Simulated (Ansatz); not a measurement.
# CH₂Ge (triplet): from Hartree-Fock to the top rungs, cc-pVTZ

How much of the correlation energy of CH₂Ge (triplet) does each wave-function method recover here?

Program: Ansatz 0.2.0, Gaussian basis. Level of theory: cc-pVTZ, core rule «outside noble gas», up to 15 orbitals frozen. These are calculated values, not measurements.

The runs, in order: UHF; CCSD(T) on ROHF; CCSD(T) on UHF; BCCD(T) on ROHF; CCSDT(Q) on ROHF; CCSDT(Q) on UHF; CASSCF and MRCISD+Q, 10 electrons in 10 orbitals; CASSCF and NEVPT2, 10 electrons in 10 orbitals.

6 further runs of the same task are left out: 6 set aside as unsound or not needed.

**1. The geometry**

The geometry is a PBE0/def2-TZVP stationary point (not a proven minimum). No spin-orbit coupling is included. The filled d shell of Ge may be among the frozen orbitals whatever the setting's name suggests; the logs give the count.

4 atoms, charge 0, spin multiplicity 3.

Atoms are counted from 1 here; the program's logs count them from 0.

Bond lengths: Ge1–C2 1.957 Å, C2–H3 1.091 Å, C2–H4 1.091 Å. Angles: Ge1–C2–H3 123.6°, Ge1–C2–H4 123.6°, H3–C2–H4 112.9°.

Coordinates:

```csv
atom,x (Å),y (Å),z (Å)
Ge1,0.0000,0.0000,0.3308
C2,0.0000,0.0000,-1.6265
H3,0.0000,0.9089,-2.2295
H4,0.0000,-0.9089,-2.2295
```

**2. UHF**

The input, in.yaml:

```yaml
crystal:
  periodic: [false, false, false]
  atoms:
    - {symbol: Ge, position_ang: [0.000000, 0.000000, 0.330803]}
    - {symbol: C, position_ang: [0.000000, 0.000000, -1.626483]}
    - {symbol: H, position_ang: [0.000000, 0.908852, -2.229454]}
    - {symbol: H, position_ang: [0.000000, -0.908852, -2.229454]}
basis:
  gaussian: {orbitals: cc-pVTZ}
magnetization: {spin_polarized: true, initial_magnetization: 2}
hamiltonian: {xc: hf}
output: {orbitals: {seedname: orbitals}}
```

Started as:

```sh
> ansatz run in.yaml --threads 1 --pin off --events-out ev --progress --plain --max-ram 2816MiB --backend cpu
```

Further steps of the session: CCSD(T) on ROHF; CCSD(T) on UHF; BCCD(T) on ROHF; CCSDT(Q) on ROHF; CCSDT(Q) on UHF; CASSCF and MRCISD+Q, 10 electrons in 10 orbitals; CASSCF and NEVPT2, 10 electrons in 10 orbitals.

**Question.** What will the summary of the whole plan be? Wanted: UCCSDT(Q) below the RHF energy; RMP2 from UCCSDT(Q); UMP2 from UCCSDT(Q); RCCSD from UCCSDT(Q); RCCSD(T) from UCCSDT(Q); UCCSD(T) from UCCSDT(Q); RCCSDT(Q) from UCCSDT(Q); NEVPT2 valence from UCCSDT(Q); MRCISD+Q valence from UCCSDT(Q).

As calculated:

```
                         quantity                                value
   UCCSDT(Q) below the RHF energy                           -7.1312 eV
              RMP2 from UCCSDT(Q)                      +25.04 kcal/mol
              UMP2 from UCCSDT(Q)                      +25.99 kcal/mol
             RCCSD from UCCSDT(Q)                       +6.96 kcal/mol
          RCCSD(T) from UCCSDT(Q)                       +1.03 kcal/mol
          UCCSD(T) from UCCSDT(Q)                       +0.95 kcal/mol
         RCCSDT(Q) from UCCSDT(Q)                       +0.12 kcal/mol
    NEVPT2 valence from UCCSDT(Q)                      +25.59 kcal/mol
  MRCISD+Q valence from UCCSDT(Q)                       +1.26 kcal/mol
levels within 1 kcal/mol (43 meV)  UCCSD(T), RCCSDT, UCCSDT, RCCSDT(Q)
                    T1 diagnostic                                0.020
   effectively unpaired electrons                                 2.03
```

RCCSD(T) lands +1.03 kcal/mol from the yardstick (0.6 % of the correlation energy). One determinant dominates. Of the multireference levels listed MRCISD+Q valence comes nearest in total energy (+1.26 kcal/mol), which doesn't show that its space is the better one. These misses are within one basis, not against nature; the frozen cores of restricted and unrestricted runs differ, which can shift their rows.
